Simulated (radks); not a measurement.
# Zr⁴⁺ in [Ar] 3d10 4p6 4f2: an all-electron calculation

Aim: the levels, the sizes of the orbitals and the parts of the energy of the zirconium ion Zr4+.

Method: Dirac Kohn-Sham, B86b exchange with PBE correlation, spin-unpolarised, spherical densities, point nucleus; open shells are shared between the two j in proportion to 2j + 1. Code: radks (a radial shooting solver on a logarithmic mesh, Libxc functionals) version 1.

### 1 What is computed

```
element       : zirconium (Z = 40)
charge        : +4
electrons     : 36
configuration : [Ar] 3d10 4p6 4f2
```

The outer shells:

Zr⁴⁺
```
[Ar] core
3d [↑↓][↑↓][↑↓][↑↓][↑↓]
4p [↑↓][↑↓][↑↓]
4f [↑ ][↑ ][  ][  ][  ][  ][  ]
```

### 2 Self-consistent calculation

The run's settings:

```text
Z 40
configuration [Ar] 3d10 4p6 4f2 4s0 4d0 5p0 5f0
relativity Dirac
functional b86_mgc,pbe
spin unpolarised
j_filling average
nucleus point
c 137.035999084
```

What does the calculation give?

The runs gave:

| quantity | value |
| --- | --- |
| total energy | -3590.59056 hartree |
| exchange-correlation share of it | 3.13 % |
| −T/E | 1.0334 |
| highest occupied level | 4f7/2, -22.288 eV |
| most extended occupied level | 4f7/2, <r> = 2.57 bohr |
| radius at density 0.001 e/bohr³ | 4.14 bohr |
| maxima of the radial density | 3 |

The radial density shows 3 maxima for 4 occupied principal shells; where shells overlap, one shows as a shoulder or not at all. Relativity lifts −T/E to 1.033. This is not the tabulated ground configuration, so its levels and sizes aren't those of the ground state, and no measured value stands beside it.
